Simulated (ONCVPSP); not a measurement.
**An ONCV potential for tellurium, from input to tests**

Do these settings give a usable potential? It is generated, then checked for transferability, scattering, ghosts and hardness.

Method: ONCVPSP 4.0.1.1 (patched build), PBE, scalar-relativistic.

### 1 Settings

The settings as typed:

| Property | Result |
| --- | --- |
| element | tellurium (Te, Z = 52) |
| type | optimised norm-conserving Vanderbilt (ONCV) |
| frozen core | [Ar] 3d10 4s2 |
| valence charge | 22 |
| reference configuration | 4p6 4d10 5s2 5p4 |
| partial waves | 5s: rc 1.90 bohr, ncon 4, nbas 8, qcut 2.9 1/bohr, 1 projector; 4p+5p: rc 1.45 bohr, ncon 4, nbas 9, qcut 8 1/bohr, 2 projectors; 4d: rc 0.95 bohr, ncon 5, nbas 8, qcut 8.7 1/bohr, 2 projectors, debl 2.4 Ha; f scattering state at 0.16 Ha: rc 1.60 bohr, ncon 4, nbas 7, qcut 8.1 1/bohr, 2 projectors, debl 2.2 Ha |
| local potential | polynomial inside 0.85 bohr (lpopt 3, dvloc0 1 Ha) |
| core correction | not asked for |

The outer shells as boxes (Hund's rule for the drawing; the calculation is spin-unpolarised):

```
[Ar] core
3d [↑↓][↑↓][↑↓][↑↓][↑↓]
4s [↑↓]
4p [↑↓][↑↓][↑↓]
4d [↑↓][↑↓][↑↓][↑↓][↑↓]
5s [↑↓]
5p [↑↓][↑ ][↑ ]
```

The nodes and maxima of the atom's own shells, from an earlier all-electron run, set the scale for the radii.

All-electron outer shells of the reference configuration (PBE, scalar-relativistic, ld1.x):

| shell | level (eV) | outermost node (bohr) | outermost maximum (bohr) |
| --- | --- | --- | --- |
| 3d | -560.05 | – | 0.24 |
| 4s | -164.39 | 0.38 | 0.70 |
| 4p | -114.41 | 0.38 | 0.74 |
| 4d | -41.65 | 0.36 | 0.81 |
| 5s | -15.11 | 0.91 | 1.80 |
| 5p | -5.95 | 1.00 | 2.17 |

### 2 Generation

Contents of Te.dat:

```
# ATOM AND REFERENCE CONFIGURATION
# atsym  z   nc   nv     iexc    psfile
  Te 52.00    7    4        4      upf
#
#   n    l    f
    1    0    2.00
    2    0    2.00
    2    1    6.00
    3    0    2.00
    3    1    6.00
    3    2   10.00
    4    0    2.00
    4    1    6.00
    4    2   10.00
    5    0    2.00
    5    1    4.00
#
# PSEUDOPOTENTIAL AND OPTIMIZATION
# lmax
    3
#
#   l,   rc,      ep,       ncon, nbas, qcut
    0    1.90    0.00    4    8    2.90
    1    1.45    0.00    4    9    8.00
    2    0.95    0.00    5    8    8.70
    3    1.60    0.16    4    7    8.10
#
# LOCAL POTENTIAL
# lloc, lpopt,  rc(5),   dvloc0
    4    3    0.85    1.00
#
# VANDERBILT-KLEINMAN-BYLANDER PROJECTORs
# l, nproj, debl
    0    1    2.10
    1    2    1.50
    2    2    2.40
    3    2    2.20
#
# MODEL CORE CHARGE
# icmod, fcfact, rcfact
    0    0.00    0.00
#
# LOG DERIVATIVE ANALYSIS
# epsh1, epsh2, depsh
   -6.00    5.00    0.04
#
# OUTPUT GRID
# rlmax, drl
    6.00    0.01
#
# TEST CONFIGURATIONS
# ncnf
    4
# nvcnf
#   n    l    f
    4
    4    1    6.00
    4    2   10.00
    5    0    2.00
    5    1    3.00
#
    4
    4    1    6.00
    4    2   10.00
    5    0    2.00
    5    1    2.00
#
    4
    4    1    6.00
    4    2   10.00
    5    0    2.00
    5    1    1.00
#
    4
    4    1    6.00
    4    2   10.00
    5    0    1.00
    5    1    5.00
#
```

Command:

```
$ oncvpsp.x < Te.dat > Te.out
```

**Question.** What will these runs give? Wanted: cutoffs for 1 and 0.1 mHa per electron, occupied waves; bound ghosts; GHOST(+) flags; largest test error; largest phase difference near zero energy, channels read.

The runs gave:

| quantity | value |
| --- | --- |
| cutoffs for 1 and 0.1 mHa per electron, occupied waves | 119 Ha and 222 Ha |
| bound ghosts | s at -283.65 eV |
| GHOST(+) flags | none at low energy |
| largest test error (AE − PS) | -9.2 meV, for 4p6 4d10 5s1 5p5 |
| largest phase difference near zero energy, channels read | 0.027 rad |

In words: A bound ghost (s) makes it unfit for use: electrons can fall into a state that the atom doesn't have. The worst unpolarised test, 4p6 4d10 5s1 5p5, is off by 9.2 meV on 9.3 eV; by total energies transferability rates as good. Atomic tests can pass in spite of a ghost, since they solve only for the levels asked. By its cutoff, 119 Ha for the looser tolerance, it is very hard. At the looser tolerance the 4d wave is the slowest; 5s needs 38 Ha. Near zero energy the phases of the channels with partial waves agree within 0.027 rad. The pseudo curves have a pole with no partner nearby in the atom's: s at 0.94 Ha. At positive energy that is a spurious or a displaced resonance. These are tests on the free atom; a crystal test is still owed.
